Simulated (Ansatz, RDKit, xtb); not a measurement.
# C3H9BS: which of the isomers drawn lies lowest?

Which of a sample of isomers of C3H9BS is the most stable in the gas at 298.15 K, and what are its properties? The sample is small against all isomers, and the most stable one of this formula need not be in it.

Plan: many cheap relaxations first (GFN2-xTB), then density-functional screening, relaxation at B3LYP-D3(BJ)/def2-SVP, vibrations (at GFN2-xTB) and a final energy. The numbers are computed, not measured.

1 further run of the same task is left out (set aside as unsound or not needed).

**1. Possible bonding patterns**

Isomers were taken from a list of plausible structures; this is a sample, not all of them. That gives 9 candidates.

```tsv
label	SMILES	spin
c002	C[S@+]1[BH2-]CC1	singlet
c117	BSCCC	singlet
c147	BCCSC	singlet
c336	B[C@H](C)SC	singlet
c526	CBCSC	singlet
c599	CB(C)CS	singlet
c624	BSC(C)C	singlet
c693	CSB(C)C	singlet
c774	CCBSC	singlet
```

Candidates are built by distance geometry, with a force field where one applies, in up to four conformers (letters a to d).

**2. First filter: tight binding**

All 27 starts are relaxed the same way. One of them, c599b (taken from a list of plausible isomers, embedded by distance geometry and UFF), in full:

start.xyz reads:

```xyz
14
c599b
C     -1.011119     0.681860     2.415991
C     -1.097013     2.986196     0.915399
C     -0.476362     0.565762    -0.260191
B     -0.852932     1.424664     0.984770
S     -1.721572    -0.648830    -0.731430
H     -1.286373     1.397318     3.209761
H     -1.831719    -0.094205     2.374996
H     -0.064703     0.176572     2.656509
H     -0.155153     3.429627     0.540279
H     -1.355456     3.421975     1.866186
H     -1.861397     3.162023     0.156006
H      0.544012     0.072357    -0.095749
H     -0.284285     1.289374    -1.131167
H     -1.376327    -1.500637     0.297751
```

Command:

```
xtb start.xyz --gfn 2 --opt
```

What it wrote, cut to the lines that bear on the results:

```text
* xtb version 6.7.1
[...]
          :  # basis functions                  35          :
[...]
          :  # electrons                        30          :
[...]
          :  Hamiltonian                  GFN2-xTB          :
[...]
          :  net charge                          0          :
          :  unpaired electrons                  0          :
[...]
   *** convergence criteria satisfied after 12 iterations ***
[...]
   *** GEOMETRY OPTIMIZATION CONVERGED AFTER 37 ITERATIONS ***
[...]
   *** convergence criteria satisfied after 3 iterations ***
[...]
         ::                     SUMMARY                     ::
         :::::::::::::::::::::::::::::::::::::::::::::::::::::
         :: total energy             -15.468474582770 Eh    ::
         :: gradient norm              0.000625225363 Eh/a0 ::
         :: HOMO-LUMO gap              3.415651318093 eV    ::
         ::.................................................::
         :: SCC energy               -15.656482851669 Eh    ::
         :: -> isotropic ES            0.026898171755 Eh    ::
         :: -> anisotropic ES          0.003222834256 Eh    ::
         :: -> anisotropic XC          0.008750519056 Eh    ::
         :: -> dispersion             -0.007905971644 Eh    ::
         :: repulsion energy           0.188008268899 Eh    ::
         :: add. restraining           0.000000000000 Eh    ::
         :: total charge               0.000000000000 e     ::
         :::::::::::::::::::::::::::::::::::::::::::::::::::::
[...]
        15        2.0000           -0.3631914              -9.8829 (HOMO)
        16                         -0.2376685              -6.4673 (LUMO)
[...]
     #   Z          covCN         q      C6AA      α(0)
     1   6 C        3.673    -0.192    24.553     7.101
     2   6 C        3.674    -0.193    24.568     7.103
     3   6 C        3.715    -0.084    22.244     6.738
     4   5 B        2.815     0.260    17.431     6.975
     5  16 S        2.006    -0.264   152.436    20.780
     6   1 H        0.924     0.047     2.351     2.398
     7   1 H        0.925     0.043     2.415     2.430
     8   1 H        0.925     0.025     2.659     2.550
     9   1 H        0.924     0.046     2.374     2.409
    10   1 H        0.925     0.033     2.551     2.497
    11   1 H        0.925     0.047     2.354     2.399
    12   1 H        0.925     0.036     2.497     2.471
    13   1 H        0.925     0.045     2.383     2.414
    14   1 H        0.923     0.152     1.376     1.834
[...]
     #   Z sym  total        # sym  WBO       # sym  WBO       # sym  WBO
 ---------------------------------------------------------------------------
     1   6 C    3.974 --     4 B    1.038     8 H    0.986     7 H    0.966
                             6 H    0.955
     2   6 C    3.976 --     4 B    1.043    10 H    0.985    11 H    0.968
                             9 H    0.952
     3   6 C    3.925 --     4 B    0.990    12 H    0.977    13 H    0.972
                             5 S    0.957
     4   5 B    3.312 --     2 C    1.043     1 C    1.038     3 C    0.990
                             5 S    0.117
     5  16 S    2.075 --    14 H    0.964     3 C    0.957     4 B    0.117
     6   1 H    0.998 --     1 C    0.955
     7   1 H    0.998 --     1 C    0.966
     8   1 H    0.999 --     1 C    0.986
     9   1 H    0.998 --     2 C    0.952
[...]
molecular dipole:
                 x           y           z       tot (Debye)
 q only:        0.226       0.159       0.552
   full:        0.403       0.195       0.747       2.214
molecular quadrupole (traceless):
[...]
          | TOTAL ENERGY              -15.468474582770 Eh   |
          | GRADIENT NORM               0.000625225363 Eh/α |
          | HOMO-LUMO GAP               3.415651318093 eV   |
           -------------------------------------------------
[...]
```

It took 0.29 s on 2 threads of Intel Xeon at 2.70GHz, shared host.

**3. What the search left**

27 of the 27 relaxations converged; 6 ended on a minimum already found. 21 distinct structures remain:

```tsv
label	start	SMILES after	spin	energy (kcal/mol)	note
c624b	drawn	BSC(C)C	singlet	0.0	
c624a	drawn	BSC(C)C	singlet	0.2	
c117b	drawn	BSCCC	singlet	1.3	
c117c	drawn	BSCCC	singlet	1.4	
c117d	drawn	BSCCC	singlet	1.8	
c117a	drawn	BSCCC	singlet	2.1	
c774b	drawn	CCBSC	singlet	8.4	
c774d	drawn	CCBSC	singlet	8.8	
c774c	drawn	CCBSC	singlet	9.2	
c774a	drawn	CCBSC	singlet	9.3	
c693b	drawn	CSB(C)C	singlet	10.2	
c336b	drawn	C[C@H]1[BH2-][S@+]1C	singlet	20.9	bonds changed
c336c	drawn	C[C@H]1[BH2-][S@@+]1C	singlet	21.3	bonds changed
c002a	drawn	C[S@+]1[BH2-]CC1	singlet	24.2	
c526d	drawn	C[B@H-]1C[S@@+]1C	singlet	27.5	bonds changed
c599b	drawn	CB(C)CS	singlet	28.4	
c599a	drawn	CB(C)CS	singlet	29.8	
c147d	drawn	BCCSC	singlet	30.1	
c526c	drawn	CBCSC	singlet	31.2	
c147c	drawn	BCCSC	singlet	31.7	
c526a	drawn	CBCSC	singlet	32.2
```

**4. Second filter: single points**

A choice of the minima (the low ones first, few conformers of a pattern, up to a cap) and the lowest that fell apart get a single point at r2SCAN-D4/def2-SVP on the tight-binding geometry, and one at HF/STO-3G for comparison. The lowest singlets are also tried as triplets at the same geometry (label ending in t). Within 30 kcal/mol but not screened, among others: c117d, c117a, c774c, c774a. The first, c624b:

input.yaml reads:

```yaml
crystal:
  periodic: [false, false, false]
  atoms:
    - {symbol: C, position_ang: [-0.290644, 0.177815, 0.676767]}
    - {symbol: C, position_ang: [-1.062062, -0.369205, 1.865208]}
    - {symbol: C, position_ang: [-0.412721, -0.700245, -0.556193]}
    - {symbol: B, position_ang: [-2.492578, 1.853855, -0.152240]}
    - {symbol: S, position_ang: [-0.811575, 1.921491, 0.300768]}
    - {symbol: H, position_ang: [-3.086025, 0.848946, -0.183868]}
    - {symbol: H, position_ang: [-2.992625, 2.872604, -0.425108]}
    - {symbol: H, position_ang: [0.762395, 0.295003, 0.943777]}
    - {symbol: H, position_ang: [-0.666637, -1.345112, 2.143707]}
    - {symbol: H, position_ang: [-2.117147, -0.480881, 1.623714]}
    - {symbol: H, position_ang: [-0.969959, 0.298460, 2.719684]}
    - {symbol: H, position_ang: [-0.036986, -1.698169, -0.337151]}
    - {symbol: H, position_ang: [-1.450976, -0.785028, -0.869464]}
    - {symbol: H, position_ang: [0.165002, -0.285162, -1.379357]}
basis:
  gaussian:
    orbitals: def2-SVP
hamiltonian:
  xc: r2scan
  dispersion: d4
scf:
  lower_state_search: "off"
```

Command:

```
ansatz run input.yaml --threads 2 --pin off --max-ram 4350MiB --events-out events.jsonl --progress --plain --runs-dir runs
```

What it wrote, cut to the lines that bear on the results:

```text
Warning: RAYON_NUM_THREADS=2 ignored (pool sized by the plan → 2); use --threads N
Functional definition: r2SCAN
  name "r2SCAN"
[...]
1355 factors; their error is unknown
[...]
mean field -14760.43710789 eV, -542.4360587314 hartree, gradient 3.1e-6 eV, S^2 0.000000; 0 other end points of the search recorded, 0 dependent functions left out
reference -14760.43711863 eV, -542.4360591260 hartree; 24, 24 occupied and 95, 95 virtual orbitals, 1355 factors
Total energy: -14760.51562030 eV, -542.4389440094 hartree
Checks for a lower state left out: stability, starts, cluster_reference, orbital_swaps, neighbouring_geometries, increment
```

It took 1.9 s on 2 threads of Intel Xeon at 2.70GHz, shared host.

Relative energies in kcal/mol, each column from its lowest structure that stays in one piece:

```tsv
label	SMILES	spin	GFN2-xTB	HF/STO-3G	r2SCAN-D4/def2-SVP
c693b	CSB(C)C	singlet	10.2	0.0	0.0
c774d	CCBSC	singlet	8.8	9.4	13.6
c774b	CCBSC	singlet	8.4	10.1	14.5
c624a	BSC(C)C	singlet	0.2	16.8	20.5
c624b	BSC(C)C	singlet	0.0	17.4	20.7
c599b	CB(C)CS	singlet	28.4	26.8	20.9
c117b	BSCCC	singlet	1.3	16.1	22.3
c117c	BSCCC	singlet	1.4	16.6	22.3
c599a	CB(C)CS	singlet	29.8	27.7	22.9
c526d	C[B@H-]1C[S@@+]1C	singlet	27.5	29.7	32.2
c336b	C[C@H]1[BH2-][S@+]1C	singlet	20.9	33.8	38.3
c336c	C[C@H]1[BH2-][S@@+]1C	singlet	21.3	35.4	39.1
c002a	C[S@+]1[BH2-]CC1	singlet	24.2	33.1	46.5
c693bt	CSB(C)C	triplet	–	–	117.2
c774dt	CCBSC	triplet	–	–	124.3
```

Measured from c693b, GFN2-xTB misplaces c002a by 32 kcal/mol against r2SCAN-D4/def2-SVP, so minima dropped on its energies alone could hide the lowest isomer.

**5. Refinement at B3LYP-D3(BJ)/def2-SVP**

3 candidates are relaxed at B3LYP-D3(BJ)/def2-SVP (chosen among the lowest in one piece, one conformer a pattern). The first, c693b:

input.yaml reads:

```yaml
crystal:
  periodic: [false, false, false]
  atoms:
    - symbol: C
      position_ang: [-3.068758, 0.669266, 0.606393]
    - symbol: C
      position_ang: [-0.302854, -0.721683, 0.813639]
    - symbol: C
      position_ang: [1.015315, 1.059082, -0.822284]
    - symbol: B
      position_ang: [-0.304399, 0.565903, -0.105241]
    - symbol: S
      position_ang: [-1.779103, 1.525459, -0.363971]
    - symbol: H
      position_ang: [-3.217215, -0.331240, 0.212479]
    - symbol: H
      position_ang: [-2.775434, 0.627406, 1.650585]
    - symbol: H
      position_ang: [-3.979467, 1.248976, 0.498619]
    - symbol: H
      position_ang: [0.665282, -1.216141, 0.833080]
    - symbol: H
      position_ang: [-1.037659, -1.458013, 0.487706]
    - symbol: H
      position_ang: [-0.559352, -0.475969, 1.844968]
    - symbol: H
      position_ang: [1.779481, 1.315352, -0.088341]
    - symbol: H
      position_ang: [1.445118, 0.270774, -1.439637]
    - symbol: H
      position_ang: [0.864308, 1.930620, -1.455345]
basis:
  gaussian: {orbitals: def2-SVP}
hamiltonian: {xc: {name: B3LYP}, dispersion: d3bj}
scf: {lower_state_search: off}
relax: {f_tol: 0.006}
```

Command:

```
ansatz run input.yaml --threads 2 --pin off --max-ram 4350MiB --events-out events.jsonl --progress --plain --runs-dir runs
```

What it wrote, cut to the lines that bear on the results:

```text
Warning: RAYON_NUM_THREADS=2 ignored (pool sized by the plan → 2); use --threads N
[...]
Functional definition: B3LYP
  name "B3LYP"
[...]
1327 factors; integrals over basis functions are off by at most 3.2e-4 eV
[...]
mean field -14765.32514366 eV, -542.6156907327 hartree, gradient 7.9e-6 eV, S^2 0.000000; 0 other end points of the search recorded, 0 dependent functions left out
[...]
reference -14765.32540052 eV, -542.6157001720 hartree; 24, 24 occupied and 95, 95 virtual orbitals, 1327 factors
relax step   1: F+E_penalty+E_count = -14765.85645699 eV  Δ(F+E_penalty+E_count) = +0.000e0 eV  max|allowed force component| = 6.141e-1 eV/Å  Δτ_max = 0.0000 Å  (14 SCF iters, accepted)
[...]
relax step   5: F+E_penalty+E_count = -14765.90127410 eV  Δ(F+E_penalty+E_count) = -1.595e-4 eV  max|allowed force component| = 7.283e-3 eV/Å  Δτ_max = 0.0122 Å  (12 SCF iters, accepted)
[...]
Atom 5 at    -3.237013    -0.345147     0.239511 Å, force     0.000130     0.001045     0.000750 eV/Å
Atom 6 at    -2.824132     0.653331     1.670811 Å, force    -0.000063    -0.000193     0.001222 eV/Å
Atom 7 at    -4.009162     1.251575     0.471991 Å, force    -0.000055     0.000765    -0.001445 eV/Å
Atom 8 at     0.708480    -1.216457     0.859853 Å, force    -0.000154    -0.000346     0.000590 eV/Å
Atom 9 at    -1.012186    -1.472441     0.466725 Å, force     0.000556    -0.001270    -0.000061 eV/Å
Atom 10 at    -0.574722    -0.474884     1.849943 Å, force    -0.000697     0.000398     0.000551 eV/Å
Atom 11 at     1.804090     1.264032    -0.084812 Å, force     0.001488     0.000108    -0.000600 eV/Å
Atom 12 at     1.409830     0.267479    -1.481886 Å, force    -0.002541     0.000472     0.001117 eV/Å
Atom 13 at     0.884249     1.976377    -1.442776 Å, force     0.001039     0.000402    -0.000149 eV/Å
Dipole moment:    -0.098213    -0.210909     0.178951 e Å
Checks for a lower state left out: stability, starts, cluster_reference, orbital_swaps, neighbouring_geometries, increment
```

Wall time 23 s (2 threads of Intel Xeon at 2.70GHz, shared host).

Energy change by step (eV): 0.0000, -0.0403, -0.0445, -0.0447, -0.0448, -0.0448.

After the run. Bond lengths: C2–B4 1.578 Å, C3–B4 1.576 Å, C1–S5 1.830 Å, B4–S5 1.798 Å, C1–H6 1.099 Å, C1–H7 1.099 Å, C1–H8 1.098 Å, C2–H9 1.101 Å, C2–H10 1.104 Å, C2–H11 1.105 Å, C3–H12 1.106 Å, C3–H13 1.106 Å, C3–H14 1.100 Å. Some angles: C2–B4–C3 122.1°, C2–B4–S5 121.8°, C3–B4–S5 116.1°, C1–S5–B4 105.4°, B4–C2–H9 112.9°, B4–C2–H10 111.3°, B4–C2–H11 110.9°, B4–C3–H12 109.3°, B4–C3–H13 109.4°, B4–C3–H14 115.4°.

**6. After refinement**

```tsv
label	spin	r2SCAN-D4/def2-SVP (kcal/mol)	B3LYP-D3(BJ)/def2-SVP, relaxed (kcal/mol)	time
c693b	singlet	0.0	0.0	23 s
c774d	singlet	13.6	12.2	21 s
c624a	singlet	20.5	18.6	31 s
```

c693b: Bond lengths: C2–B4 1.578 Å, C3–B4 1.576 Å, C1–S5 1.830 Å, B4–S5 1.798 Å, C1–H6 1.099 Å, C1–H7 1.099 Å, C1–H8 1.098 Å, C2–H9 1.101 Å, C2–H10 1.104 Å, C2–H11 1.105 Å, C3–H12 1.106 Å, C3–H13 1.106 Å, C3–H14 1.100 Å. Some angles: C2–B4–C3 122.1°, C2–B4–S5 121.8°, C3–B4–S5 116.1°, C1–S5–B4 105.4°, B4–C2–H9 112.9°, B4–C2–H10 111.3°, B4–C2–H11 110.9°, B4–C3–H12 109.3°, B4–C3–H13 109.4°, B4–C3–H14 115.4°.

c774d: Bond lengths: C1–C2 1.531 Å, C2–B4 1.570 Å, C3–S5 1.834 Å, B4–S5 1.782 Å, C1–H6 1.102 Å, C1–H7 1.102 Å, C1–H8 1.102 Å, C2–H9 1.109 Å, C2–H10 1.109 Å, B4–H11 1.209 Å, C3–H12 1.097 Å, C3–H13 1.098 Å, C3–H14 1.098 Å. Some angles: C1–C2–B4 118.5°, C2–B4–S5 120.6°, C3–S5–B4 104.4°, C1–C2–H9 110.6°, C1–C2–H10 110.6°, B4–C2–H9 106.3°, B4–C2–H10 106.5°, C2–C1–H6 111.3°, C2–C1–H7 111.3°, C2–C1–H8 112.0°.

c624a: Bond lengths: C1–C2 1.525 Å, C1–C3 1.526 Å, C1–S5 1.864 Å, B4–S5 1.763 Å, B4–H6 1.203 Å, B4–H7 1.204 Å, C1–H8 1.100 Å, C2–H9 1.103 Å, C2–H10 1.102 Å, C2–H11 1.100 Å, C3–H12 1.102 Å, C3–H13 1.102 Å, C3–H14 1.100 Å. Some angles: C2–C1–C3 112.7°, C2–C1–S5 110.5°, C3–C1–S5 108.3°, C1–S5–B4 104.9°, C1–C2–H9 110.1°, C1–C2–H10 111.0°, C1–C2–H11 111.4°, C2–C1–H8 109.7°, C3–C1–H8 109.7°, S5–C1–H8 105.6°.

**7. Vibrations and thermal terms**

The lowest few in one piece go on as finalists. In this search the thermal terms come from GFN2-xTB at its own nearest minimum. The first, c693b:

start.xyz reads:

```xyz
14
c693b
C     -3.080725     0.679984     0.602847
C     -0.276666    -0.726670     0.816445
C      1.013436     1.069761    -0.832707
B     -0.283864     0.557692    -0.099789
S     -1.776352     1.525158    -0.363509
H     -3.237013    -0.345147     0.239511
H     -2.824132     0.653331     1.670811
H     -4.009162     1.251575     0.471991
H      0.708480    -1.216457     0.859853
H     -1.012186    -1.472441     0.466725
H     -0.574722    -0.474884     1.849943
H      1.804090     1.264032    -0.084812
H      1.409830     0.267479    -1.481886
H      0.884249     1.976377    -1.442776
```

Command:

```
xtb start.xyz --gfn 2 --ohess tight
```

What it wrote, cut to the lines that bear on the results:

```text
* xtb version 6.7.1
[...]
          :  # basis functions                  35          :
[...]
          :  # electrons                        30          :
[...]
          :  Hamiltonian                  GFN2-xTB          :
[...]
          :  net charge                          0          :
          :  unpaired electrons                  0          :
[...]
   *** convergence criteria satisfied after 12 iterations ***
[...]
   *** GEOMETRY OPTIMIZATION CONVERGED AFTER 6 ITERATIONS ***
[...]
   *** convergence criteria satisfied after 3 iterations ***
[...]
         ::                     SUMMARY                     ::
         :::::::::::::::::::::::::::::::::::::::::::::::::::::
         :: total energy             -15.497562804962 Eh    ::
         :: gradient norm              0.000074038121 Eh/a0 ::
         :: HOMO-LUMO gap              4.262244346207 eV    ::
         ::.................................................::
         :: SCC energy               -15.694032458548 Eh    ::
         :: -> isotropic ES            0.028592100120 Eh    ::
         :: -> anisotropic ES          0.004087789327 Eh    ::
         :: -> anisotropic XC          0.008920509062 Eh    ::
         :: -> dispersion             -0.007760040275 Eh    ::
         :: repulsion energy           0.196469653586 Eh    ::
         :: add. restraining           0.000000000000 Eh    ::
         :: total charge               0.000000000000 e     ::
         :::::::::::::::::::::::::::::::::::::::::::::::::::::
[...]
        15        2.0000           -0.3748003             -10.1988 (HOMO)
        16                         -0.2181653              -5.9366 (LUMO)
[...]
molecular dipole:
                 x           y           z       tot (Debye)
 q only:       -0.122      -0.331       0.272
   full:       -0.066      -0.669       0.499       2.128
molecular quadrupole (traceless):
[...]
          | TOTAL ENERGY              -15.497562804962 Eh   |
          | TOTAL ENTHALPY            -15.373212926495 Eh   |
          | TOTAL FREE ENERGY         -15.414721202508 Eh   |
          | GRADIENT NORM               0.000074134357 Eh/α |
[...]
```

It took 0.44 s on 2 threads of Intel Xeon at 2.70GHz, shared host.

**8. Thermal terms of the finalists**

As xtb prints them, at 298.15 K, with its own treatment of low modes:

```tsv
label	SMILES	spin	lowest mode (cm⁻¹)	zero-point (kcal/mol)	G − E (kcal/mol)
c693b	CSB(C)C	singlet	76	72.3	52.0
c774d	CCBSC	singlet	54	72.3	52.1
c624a	BSC(C)C	singlet	59	72.1	52.8
```

**9. Last filter: a higher level**

Each finalist gets a single point at CCSD(T)/def2-SVP + MP2/def2-TZVPP - MP2/def2-SVP.

c693b, CCSD(T)/def2-SVP:

input.yaml reads:

```yaml
crystal:
  periodic: [false, false, false]
  atoms:
    - {symbol: C, position_ang: [-3.080725, 0.679984, 0.602847]}
    - {symbol: C, position_ang: [-0.276666, -0.726670, 0.816445]}
    - {symbol: C, position_ang: [1.013436, 1.069761, -0.832707]}
    - {symbol: B, position_ang: [-0.283864, 0.557692, -0.099789]}
    - {symbol: S, position_ang: [-1.776352, 1.525158, -0.363509]}
    - {symbol: H, position_ang: [-3.237013, -0.345147, 0.239511]}
    - {symbol: H, position_ang: [-2.824132, 0.653331, 1.670811]}
    - {symbol: H, position_ang: [-4.009162, 1.251575, 0.471991]}
    - {symbol: H, position_ang: [0.708480, -1.216457, 0.859853]}
    - {symbol: H, position_ang: [-1.012186, -1.472441, 0.466725]}
    - {symbol: H, position_ang: [-0.574722, -0.474884, 1.849943]}
    - {symbol: H, position_ang: [1.804090, 1.264032, -0.084812]}
    - {symbol: H, position_ang: [1.409830, 0.267479, -1.481886]}
    - {symbol: H, position_ang: [0.884249, 1.976377, -1.442776]}
basis:
  gaussian: {orbitals: def2-SVP}
correlation: {method: ccsd_t, frozen_orbitals: {H: 0, B: 1, S: 5, C: 1}}
magnetization: {spin_polarized: false, initial_magnetization: 0}
```

Command:

```
ansatz run input.yaml --threads 2 --pin off --max-ram 4350MiB --events-out events.jsonl --progress --plain --runs-dir runs
```

What it wrote, cut to the lines that bear on the results:

```text
Warning: RAYON_NUM_THREADS=2 ignored (pool sized by the plan → 2); use --threads N
Functional definition: HF
  name "HF"
[...]
1212 factors; integrals over basis functions are off by at most 1.5e-3 eV
[...]
mean field -14717.96335639 eV, -540.8751771534 hartree, gradient 9.1e-7 eV, S^2 0.000000; 0 other end points of the search recorded, 0 dependent functions left out
9 core orbitals not correlated: weight in the atoms' cores, before any rotation towards them, 1.000 or more for the frozen orbitals, at most 0.000 for the correlated occupied ones
reference -14717.96335639 eV, -540.8751771534 hartree; 15, 15 occupied and 95, 95 virtual orbitals, 1212 factors
second order -17.77697348 eV of doubles, -0.00000000 eV of singles
cycle   1  -19.05792917 eV  change    -1.3e0 eV  update   9.3e-2
[...]
cycle   9  -19.65105083 eV  change    1.3e-5 eV  update   1.4e-5
perturbative correction -0.60769816 eV, -0.0223324954 hartree
Total energy: -14738.22210538 eV, -541.6196724468 hartree
```

It took 15 s on 2 threads of Intel Xeon at 2.70GHz, shared host; peak memory 0.67 GiB.

(Part 1 of 2 ends here.)
